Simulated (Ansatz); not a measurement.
# Ag3GeI (element-swapped structure): how the settings move a single-point run

How sensitive is a single-point run of Ag3GeI (element-swapped structure) to its settings? A reference run comes first, then three runs with altered input.

Program: Ansatz 0.2.0. Level of theory: reference: DFT PBE, plane waves, PAW, scalar-relativistic, no spin polarisation. These are calculated values, not measurements.

1 further run of the same task is left out (it didn't finish).

### Step 1. The starting structure

It takes space group R3 (No. 146, trigonal). Conventional cell: a = 6.763 Å, b = 6.763 Å, c = 8.283 Å, α = 90.00°, β = 90.00°, γ = 120.00°. Ag (site symmetry 1) has 2 Ge at 2.48 to 2.50 Å and 4 Ag at 2.96 to 3.06 Å and 2 I at 2.97 to 3.10 Å as nearest neighbours. Around Ge (site symmetry 3) lie 6 Ag at 2.48 to 2.50 Å. Around I (site symmetry 3) lie 6 Ag at 2.97 to 3.10 Å.

Coordinates:

```
CELL_PARAMETERS angstrom
4.78213 0.00000 0.00000
0.00000 4.78213 0.00000
0.00000 0.00000 4.78213
ATOMIC_POSITIONS crystal
Ag 0.53000 0.88950 0.01750
Ag 0.01750 0.53000 0.88950
Ag 0.88950 0.01750 0.53000
Ge 0.03190 0.03190 0.03190
I 0.50000 0.50000 0.50000
```

### Step 2. Baseline

The input, input.yaml:

```yaml
crystal:
  lattice:
    - [4.782126, 0.0, 0.0]
    - [0.0, 4.782126, 0.0]
    - [0.0, 0.0, 4.782126]
  atoms:
    - { symbol: Ag, position: [0.53, 0.8895, 0.0175] }
    - { symbol: Ag, position: [0.0175, 0.53, 0.8895] }
    - { symbol: Ag, position: [0.8895, 0.0175, 0.53] }
    - { symbol: Ge, position: [0.0319, 0.0319, 0.0319] }
    - { symbol: I, position: [0.5, 0.5, 0.5] }
  symmetry: { tolerance: 0.0003 }
kpoints:
  mp_grid: { grid: [4, 4, 4], shift: [0, 0, 0] }
magnetization:
  spin_polarized: false
scf:
  occupations: { method: gaussian, width: 0.0553 }
hamiltonian:
  pseudopotentials: { kind: paw }
  xc: pbe
basis:
  ecutwfc: 420
output:
  forces: true
  stress: true
  eigenvalues: true
```

Command:

```
$ ansatz run input.yaml --threads 1 --pin off --max-ram 2560MiB --backend cpu --events-out ev --progress --plain --runs-dir out
```

### Step 3. Variant: lower_state_search light, xc revpbe

input.yaml: that of step 2 with these lines changed.

```diff
@@ -18,5 +18,6 @@
   occupations: { method: gaussian, width: 0.0553 }
+  lower_state_search: light
 hamiltonian:
   pseudopotentials: { kind: paw }
-  xc: pbe
+  xc: revpbe
 basis:
```

### Step 4. Variant: n_extra_bands 8

input.yaml: that of step 2 with these lines changed.

```diff
@@ -18,2 +18,3 @@
   occupations: { method: gaussian, width: 0.0553 }
+  n_extra_bands: 8
 hamiltonian:
@@ -27 +28,5 @@
   eigenvalues: true
+  write_density: true
+  write_potential: true
+  elf: true
+  volumetric_format: npy
```

### Step 5. Changing settings: xc lda

input.yaml: that of step 2 with these lines changed.

```diff
@@ -20,3 +20,3 @@
   pseudopotentials: { kind: paw }
-  xc: pbe
+  xc: lda
 basis:
@@ -27 +27,5 @@
   eigenvalues: true
+  write_density: true
+  write_potential: true
+  elf: true
+  volumetric_format: npy
```

Before running it: what results should come out? Wanted: for each run, ending; energy change; pressure; gap; force.

**Answer**, as computed:

```csv
run,ending,energy change,pressure (GPa),gap (eV),force (eV/Å),cycles,time
reference,converged,0,9.2,0.00,1.14,9,7.3 s
"1: lower_state_search light, xc revpbe",converged,not comparable,11.2,0.00,1.18,10,8.2 s
2: n_extra_bands 8,converged,0.0 meV/atom,9.2,0.00,1.14,9,9.8 s
3: xc lda,converged,not comparable,1.7,0.00,0.90,11,11 s
```

Times don't compare one to one where runs were asked for different outputs or read a saved state (see the inputs); cycles may leave out searches for a lower state.

Residual by cycle in the longest SCF loop of each run; runs are numbered as in the table. The quantity is the density residual dr2, in eV.

```csv
cycle,reference,run 1,run 2,run 3
1,0.00615,0.0101,0.00615,0.0936
2,0.00227,0.00509,0.00228,0.0661
3,8.0e-4,8.5e-4,8.1e-4,0.00384
4,4.0e-4,2.8e-4,4.0e-4,0.00151
5,9.2e-5,1.0e-4,9.1e-5,4.6e-4
6,1.1e-5,1.6e-5,1.1e-5,5.8e-5
7,6.8e-7,2.4e-6,6.7e-7,1.2e-5
8,1.7e-7,5.3e-7,1.7e-7,3.4e-6
9,3.7e-8,2.0e-7,3.7e-8,1.0e-6
10,-,5.3e-8,-,1.7e-7
11,-,-,-,7.3e-9
```

What this shows: «n_extra_bands 8» leaves the energy as it was. The pressure spans 1.7 to 11.2 GPa over the reference and the converged variants.

Caveats on the reference run: its mesh is coarse for a cell with so small a gap or none; the structure is made up and not relaxed.
